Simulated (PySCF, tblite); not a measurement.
**C3H3BF2Se: geometry, infrared bands, NMR shifts and spin-spin couplings**

What infrared bands, NMR shifts and spin-spin couplings should C3H3BF2Se (`FBC1=C(F)C[Se]1`) show?

The runs use tblite 0.8.0 and PySCF 2.14.0, with density-fitted response routines of our own; the level of theory stands in each step. All values are computed, except where a source is named. Atoms are numbered from 0 throughout.

## (1) The starting structure

10 atoms, charge 0, multiplicity 1; geometry from: force field or distance geometry start.

Bonds of the start (Å): F0–B1 1.44, B1–C2 1.55, C2–C3 1.39, C3–F4 1.38, C3–C5 1.49, C5–Se6 1.82, Se6–C2 1.96, B1–H7 1.19, C5–H8 1.11, C5–H9 1.11.

## (2) Optimising the geometry with GFN2-xTB

The job: settings as JSON, then the geometry in Å.

```
{"job": {"kind": "relax", "xc": "GFN2-xTB", "basis": "xTB"}, "charge": 0, "multiplicity": 1}
F      2.751800     0.160000    -1.487000
B      1.939800    -0.411700    -0.440900
C      0.467200     0.019700    -0.242100
C     -0.517900    -0.354800     0.657600
F     -0.515300    -1.246200     1.705900
C     -1.582200     0.530900     0.115700
Se    -0.629500     1.303100    -1.232400
H      2.423700    -1.217900     0.295200
H     -1.890400     1.279700     0.872600
H     -2.438500    -0.058100    -0.267400
```

The run is started by

```sh
OMP_NUM_THREADS=1 python probes_run.py task.json out
```

The driver reads the jobs from task.json and runs them one after another.

Log:

```text
step      E/eV     max force
  0    -592.98727    4.453
  1    -593.51697    1.949
  2    -593.69510    1.842
  3    -593.75548    0.543
  4    -593.78822    0.530
  5    -593.80770    0.454
  6    -593.82545    0.423
  7    -593.83367    0.390
  8    -593.83793    0.190
  9    -593.83926    0.093
 10    -593.84002    0.074
 11    -593.84055    0.090
 12    -593.84103    0.076
 13    -593.84132    0.048
 14    -593.84144    0.025
 15    -593.84149    0.023
 16    -593.84152    0.019
 17    -593.84155    0.013
 18    -593.84157    0.020
 19    -593.84160    0.021
 20    -593.84162    0.016
 21    -593.84165    0.020
 22    -593.84169    0.021
 23    -593.84173    0.024
 24    -593.84177    0.021
 25    -593.84180    0.017
 26    -593.84184    0.015
 27    -593.84187    0.017
 28    -593.84189    0.016
 29    -593.84190    0.008
```

Wall time 0.16 s (1 thread of Intel Xeon Platinum 8375C at 2.90GHz, shared host).

The steps of the relaxation:

```tsv
step	energy from step 0 (eV)	largest force (eV/Å)
0	0.0000	4.4532
1	-0.5297	1.9486
2	-0.7078	1.8425
3	-0.7682	0.5435
4	-0.8010	0.5304
5	-0.8204	0.4543
6	-0.8382	0.4233
7	-0.8464	0.3901
8	-0.8507	0.1904
9	-0.8520	0.0928
10	-0.8528	0.0738
11	-0.8533	0.0903
12	-0.8538	0.0759
13	-0.8541	0.0481
14	-0.8542	0.0255
15	-0.8542	0.0234
16	-0.8542	0.0188
17	-0.8543	0.0132
18	-0.8543	0.0198
19	-0.8543	0.0213
20	-0.8544	0.0164
21	-0.8544	0.0205
22	-0.8544	0.0210
23	-0.8545	0.0237
24	-0.8545	0.0213
25	-0.8545	0.0168
26	-0.8546	0.0151
27	-0.8546	0.0174
28	-0.8546	0.0157
29	-0.8546	0.0075
```

Close pairs (by a distance rule), those that changed most:

```tsv
bond	before (Å)	after (Å)	change (Å)
C5–Se6	1.822	1.996	+0.174
F0–B1	1.442	1.314	-0.128
C3–F4	1.376	1.334	-0.042
C2–C3	1.386	1.344	-0.042
B1–H7	1.194	1.172	-0.022
C5–H8	1.108	1.089	-0.019
C5–H9	1.108	1.089	-0.019
B1–C2	1.547	1.534	-0.013
```

The final coordinates are the input of the step that follows.

## (3) Vibrational analysis with GFN2-xTB

The job: settings as JSON, then the geometry in Å.

```
{"job": {"kind": "ir", "xc": "GFN2-xTB", "basis": "xTB"}, "charge": 0, "multiplicity": 1}
F      2.699834     0.096964    -1.390376
B      1.978290    -0.431736    -0.427224
C      0.520161     0.018269    -0.268323
C     -0.481362    -0.294623     0.571773
F     -0.480348    -1.160438     1.587065
C     -1.661752     0.513195     0.179846
Se    -0.548449     1.305000    -1.275817
H      2.483635    -1.226632     0.270986
H     -1.989129     1.243421     0.918611
H     -2.511998    -0.058765    -0.189070
```

Log:

```text
mode    cm-1     km/mol
  1      82.6      0.31
  2      86.5      1.10
  3     153.7      9.04
  4     248.8      0.21
  5     268.0      0.92
  6     388.5      5.30
  7     422.7      0.14
  8     452.8     23.01
  9     558.3      2.19
 10     610.7     11.25
 11     721.6    116.09
 12     750.5      4.12
 13     866.4     82.95
 14     977.2      0.65
 15    1008.4     35.24
 16    1057.9     15.49
 17    1086.6     31.63
 18    1256.7    213.76
 19    1290.0    320.26
 20    1377.4     28.94
 21    1634.8    266.38
 22    2626.7    116.73
 23    2984.8      2.15
 24    2987.9      2.41
```

It took 0.27 s on 1 thread of Intel Xeon Platinum 8375C at 2.90GHz, shared host.

The strongest bands and the atoms that carry them (share of the mass-weighted mode):

```tsv
cm⁻¹	km/mol	atoms
722	116.1	H7 51 %, B1 38 %
866	83.0	C2 41 %, F4 22 %, B1 14 %, C5 14 %
1008	35.2	H7 80 %
1087	31.6	C2 29 %, B1 24 %, F0 13 %, C3 13 %
1257	213.8	C3 55 %, C5 14 %, B1 12 %
1290	320.3	B1 55 %, F0 16 %, C3 14 %
1635	266.4	C3 50 %, C2 47 %
2627	116.7	H7 92 %
```

## (4) NMR shieldings: PBE0/pcSseg-1

The job, as its differences from that of step 3:

```diff
@@ -1,2 +1,2 @@
-{"job": {"kind": "ir", "xc": "GFN2-xTB", "basis": "xTB"}, "charge": 0, "multiplicity": 1}
+{"job": {"kind": "nmr", "xc": "PBE0", "basis": "pcSseg-1"}, "charge": 0, "multiplicity": 1}
 F      2.699834     0.096964    -1.390376
```

Method: GIAO PBE0/pcSseg-1 NMR shielding, non-relativistic, gas phase.

Log:

```text
coarse grid: 46072 points
cycle   1  E = -2741.2106204570  dE =  8.895e-03  |g| = 8.887e-01  |ddm| = 3.207e+00
cycle   2  E = -2741.1164272261  dE =  9.419e-02  |g| = 1.033e+00  |ddm| = 1.114e+00
cycle   3  E = -2741.2736242920  dE = -1.572e-01  |g| = 2.536e-01  |ddm| = 8.661e-01
cycle   4  E = -2741.2850414784  dE = -1.142e-02  |g| = 9.415e-02  |ddm| = 2.567e-01
cycle   5  E = -2741.2868855733  dE = -1.844e-03  |g| = 2.568e-02  |ddm| = 1.054e-01
cycle   6  E = -2741.2870266962  dE = -1.411e-04  |g| = 5.542e-03  |ddm| = 2.448e-02
cycle   7  E = -2741.2870314681  dE = -4.772e-06  |g| = 2.269e-03  |ddm| = 6.291e-03
final grid: 97232 points
cycle   8  E = -2741.2870385076  dE =  2.417e-06  |g| = 3.836e-03  |ddm| = 6.397e-03
cycle   9  E = -2741.2870315590  dE =  6.949e-06  |g| = 6.564e-03  |ddm| = 9.958e-03
cycle  10  E = -2741.2870424948  dE = -1.094e-05  |g| = 3.378e-04  |ddm| = 6.075e-03
cycle  11  E = -2741.2870425173  dE = -2.245e-08  |g| = 7.373e-05  |ddm| = 2.854e-04
cycle  12  E = -2741.2870425182  dE = -9.741e-10  |g| = 1.695e-05  |ddm| = 6.383e-05
converged SCF energy = -2741.2870425182

GIAO shielding tensors (ppm)
atom      isotropic    diamagn.    paramagn.     s11        s22        s33       span
  0 F      207.570     465.640    -258.070     13.784    108.609    500.316    486.532
  1 B       60.405     191.269    -130.864     22.647     64.847     93.720     71.072
  2 C       50.506     256.695    -206.189    -43.387     90.211    104.694    148.082
  3 C       20.375     247.577    -227.203    -74.885     57.344     78.666    153.551
  4 F      196.407     473.201    -276.794     37.198    261.308    290.717    253.519
  5 C      148.132     253.159    -105.027    133.211    142.792    168.393     35.182
  6 Se    1486.864    2997.936   -1511.073    500.105   1965.204   1995.281   1495.176
  7 H       26.094      28.682      -2.588     23.940     25.410     28.932      4.992
  8 H       27.775      28.579      -0.804     22.924     25.903     34.497     11.574
  9 H       27.777      28.579      -0.802     22.928     25.905     34.498     11.570
```

Wall time 22 s (1 thread of Intel Xeon Platinum 8375C at 2.90GHz, shared host); peak memory 0.78 GiB.

Shifts follow as δ = σ(reference) − σ, with reference shieldings (ppm) from runs at the same level and on the same kind of geometry: ¹H TMS 31.72, ¹³C TMS 186.9, ¹⁹F CFCl3 170.9, ¹¹B BF3·OEt2 100.1, ⁷⁷Se Me2Se 1758. The references are single molecules in the gas phase, so shifts against H2O, NH3, PH3, H3PO4 or CFCl3 are not on the usual liquid scales and can be off by tens of ppm. Atoms listed in one row are averaged.

```tsv
atoms	environment	σ (ppm)	δ (ppm)
C3	fully substituted alkene carbon	20.4	166.6
C2	fully substituted alkene carbon	50.5	136.4
C5	allylic sp3 CH2 bonded to Se	148.1	38.8
H7	hydrogen on a boron bonded to C, F	26.09	5.62
H8, H9	hydrogen on an allylic sp3 CH2 bonded to Se	27.78	3.94
F4	vinylic fluorine	196.4	-25.5
F0	fluorine bonded to B	207.6	-36.6
B1	boron bonded to C, F, H	60.4	39.7
Se6	selenium bonded to 2 C, in a 4-membered ring	1487	271
```

Charges from the same density, by scheme (e):

```tsv
atoms	Mulliken	IAO	Hirshfeld	ESP fit
F0	-0.28	-0.29	-0.13	-0.23
B1	0.59	0.38	0.21	0.59
C2	-0.39	-0.33	-0.14	-0.43
C3	0.28	0.33	0.10	0.33
F4	-0.24	-0.24	-0.07	-0.14
C5	-0.22	-0.39	-0.09	-0.36
Se6	-0.04	0.18	0.05	0.00
```

Mayer bond orders: F0–B1 1.15, B1–C2 0.96, C2–C3 1.61, C3–F4 1.01, C3–C5 1.05, C5–Se6 1.01, Se6–C2 1.00.

Ring of atoms C2, C3, C5, Se6: NICS(0) -9.8, NICS(1) -3.4, NICS(1)zz -1.6 ppm (means of both faces).

## (5) Indirect couplings: B3LYP/pcSseg-1+pcJ-1

The job, as its differences from that of step 4:

```diff
@@ -1,2 +1,2 @@
-{"job": {"kind": "nmr", "xc": "PBE0", "basis": "pcSseg-1"}, "charge": 0, "multiplicity": 1}
+{"job": {"kind": "j", "xc": "B3LYP", "basis": "pcJ-1"}, "charge": 0, "multiplicity": 1}
 F      2.699834     0.096964    -1.390376
```

With the program's defaults for keys left out, this is: B3LYP/pcJ-1 Se:pcSseg-1 indirect spin-spin coupling, non-relativistic, gas phase.

Log:

```text
coarse grid: 46072 points
cycle   1  E = -2741.9291343732  dE = -4.842e-02  |g| = 9.575e-01  |ddm| = 3.110e+00
cycle   2  E = -2741.7971515148  dE =  1.320e-01  |g| = 1.192e+00  |ddm| = 1.220e+00
cycle   3  E = -2741.9981966544  dE = -2.010e-01  |g| = 2.920e-01  |ddm| = 9.500e-01
cycle   4  E = -2742.0120525692  dE = -1.386e-02  |g| = 1.197e-01  |ddm| = 2.887e-01
cycle   5  E = -2742.0151014144  dE = -3.049e-03  |g| = 3.399e-02  |ddm| = 1.330e-01
cycle   6  E = -2742.0153554506  dE = -2.540e-04  |g| = 7.206e-03  |ddm| = 3.125e-02
cycle   7  E = -2742.0153634861  dE = -8.035e-06  |g| = 2.905e-03  |ddm| = 7.914e-03
final grid: 97232 points
cycle   8  E = -2742.0153696569  dE =  5.096e-06  |g| = 5.337e-03  |ddm| = 8.370e-03
cycle   9  E = -2742.0153525158  dE =  1.714e-05  |g| = 9.927e-03  |ddm| = 1.431e-02
cycle  10  E = -2742.0153772186  dE = -2.470e-05  |g| = 5.232e-04  |ddm| = 9.023e-03
cycle  11  E = -2742.0153772710  dE = -5.240e-08  |g| = 1.329e-04  |ddm| = 4.307e-04
cycle  12  E = -2742.0153772747  dE = -3.705e-09  |g| = 3.345e-05  |ddm| = 1.215e-04
cycle  13  E = -2742.0153772749  dE = -2.301e-10  |g| = 5.282e-06  |ddm| = 2.968e-05
converged SCF energy = -2742.0153772749

Indirect spin-spin couplings (Hz)
  i      j    bonds     total        FC       PSO       DSO        SD
  0 F    1 B    1   -151.236   -81.759   -67.759     0.584    -2.302
  0 F    2 C    2     27.931    34.331    -5.340     0.218    -1.278
  0 F    3 C    3     34.454    15.877     9.457    -0.179     9.299
  0 F    4 F    4     50.039     1.364    24.323    -0.779    25.130
  0 F    5 C    4      0.478    -0.607     1.250    -0.317     0.153
  0 F    7 H    2     64.017    70.832    -6.427    -1.269     0.880
  0 F    8 H    5      0.919     1.506     0.708    -1.196    -0.099
  0 F    9 H    5      0.921     1.509     0.707    -1.196    -0.099
  1 B    2 C    1     82.368    83.879    -2.017     0.434     0.072
  1 B    3 C    2      4.807     3.038     0.700     0.060     1.009
  1 B    4 F    3      5.334     1.304     1.022     0.091     2.917
  1 B    5 C    3      4.848     4.628     0.244    -0.077     0.053
  1 B    7 H    1    162.971   162.675    -1.501     1.181     0.617
  2 C    3 C    1     76.058    85.256    -9.619     0.421         -
  2 C    4 F    2     -5.215    13.832   -30.160    -0.054    11.166
  2 C    5 C    2      2.441     2.567    -0.210     0.084         -
  2 C    7 H    2     30.398    30.477    -0.255     0.175         -
  2 C    8 H    3      4.391     4.382     0.278    -0.269         -
  2 C    9 H    3      4.389     4.380     0.278    -0.269         -
  3 C    4 F    1   -436.632  -395.216   -32.313     1.001   -10.103
  3 C    5 C    1     49.217    50.813    -1.986     0.390         -
  3 C    7 H    3      0.223     0.235    -0.115     0.102         -
  3 C    8 H    2     -8.419    -8.713     0.129     0.164         -
  3 C    9 H    2     -8.430    -8.723     0.129     0.165         -
  4 F    5 C    2     14.649    17.213    -5.015    -0.017     2.468
  4 F    7 H    4     -2.069    -1.807    -0.387     0.469    -0.344
  4 F    8 H    3     -3.552    -5.634     1.758    -0.423     0.747
  4 F    9 H    3     -3.536    -5.619     1.758    -0.420     0.745
  5 C    7 H    4     -0.504    -0.534     0.271    -0.242         -
  5 C    8 H    1    157.556   156.040     0.313     1.202         -
  5 C    9 H    1    157.526   156.010     0.313     1.202         -
  7 H    8 H    5     -0.544    -0.437     0.905    -1.013         -
  7 H    9 H    5     -0.546    -0.439     0.906    -1.014         -
  8 H    9 H    2    -17.307   -18.258     2.658    -1.707         -
```

Run time: 45 s. Hardware: 1 thread of Intel Xeon Platinum 8375C at 2.90GHz, shared host; peak memory 1 GiB.

Couplings of 1 Hz or more, nine at most for each number of bonds, with means over like pairs (isotopes 11B, 13C, 19F, 1H):

```tsv
pair	bonds	J (Hz)	Fermi contact (Hz)	dihedral (°)
C3–F4	1	-436.6	-395.2	–
B1–H7	1	163.0	162.7	–
C5–H8	1	157.5	156.0	–
F0–B1	1	-151.2	-81.8	–
B1–C2	1	82.4	83.9	–
C2–C3	1	76.1	85.3	–
C3–C5	1	49.2	50.8	–
F0–H7	2	64.0	70.8	–
C2–H7	2	30.4	30.5	–
F0–C2	2	27.9	34.3	–
H8–H9	2	-17.3	-18.3	–
F4–C5	2	14.6	17.2	–
C3–H8	2	-8.4	-8.7	–
C2–F4	2	-5.2	13.8	–
B1–C3	2	4.8	3.0	–
C2–C5	2	2.4	2.6	–
F0–C3	3	34.5	15.9	180
B1–F4	3	5.3	1.3	0
B1–C5	3	4.8	4.6	–
C2–H8	3	4.4	4.4	–
F4–H8	3	-3.5	-5.6	65
F0–F4	4	50.0	1.4	–
F4–H7	4	-2.1	-1.8	–
```

The spin-dipole term was solved for some atoms only; pairs without it lack that part.

The response was solved for the nuclei of B, C, F, H alone, so couplings that need other nuclei can be missing.

Quadrupole couplings from the field gradients of the same density:

```tsv
atom	isotope	eQq/h (MHz)	η
B1	11B	4.047	0.60
```

Shifts (PBE0/pcSseg-1, unscaled) and these couplings together give the proton spectrum at 300 MHz below. Couplings to quadrupolar nuclei are left out.

¹H NMR δ 5.62 (br, 1H), 3.94 (d, J = 3.5 Hz, 2H). The letters are first-order; like nuclei with unlike couplings give more lines.

## (6) Summary of results

| quantity | value |
| --- | --- |
| strongest single infrared mode (GFN2-xTB) | 1290 cm⁻¹, 320 km/mol |
| zero-point energy (GFN2-xTB) | 34.2 kcal/mol |
| ¹³C shifts against TMS (PBE0/pcSseg-1) | 166.6, 136.4, 38.8 ppm |
| ¹H shifts against TMS (PBE0/pcSseg-1, means over atoms taken as alike) | 5.62, 3.94 ppm |
| ¹⁹F shifts against CFCl3 (PBE0/pcSseg-1) | -25.5, -36.6 ppm |
| ¹¹B shifts against BF3·OEt2 (PBE0/pcSseg-1) | 39.7 ppm |
| ⁷⁷Se shifts against Me2Se (PBE0/pcSseg-1) | 271 ppm |
| largest coupling of the table (B3LYP/pcSseg-1+pcJ-1) | ¹J(C,F) C3–F4, -436.6 Hz |

Relaxing lowered the energy by 0.855 eV in 29 steps; the close pair that moved most is C5–Se6, from 1.822 to 1.996 Å. No mode is imaginary among the 24: a minimum at this level. The strongest single mode, at 1290 cm⁻¹, moves mainly B1. GFN2-xTB is a fitted tight-binding method: band positions and strengths are rough. Its intensities can rank the bands wrongly. At PBE0/pcSseg-1: The widest tensor belongs to Se6: span 1495 ppm, with a paramagnetic part of -1511 ppm. Of the pairs tabulated at B3LYP/pcSseg-1+pcJ-1, C3–F4 couples most strongly (-436.6 Hz; Fermi contact -395.2 Hz). Couplings across rotatable bonds belong to this one conformer; where others are populated, the observed values are averages. Density functionals describe couplings to fluorine poorly, F–F couplings above all, so those rows are rough. Spin-orbit coupling is left out, which matters for shieldings and couplings at and beside the heavy atoms.
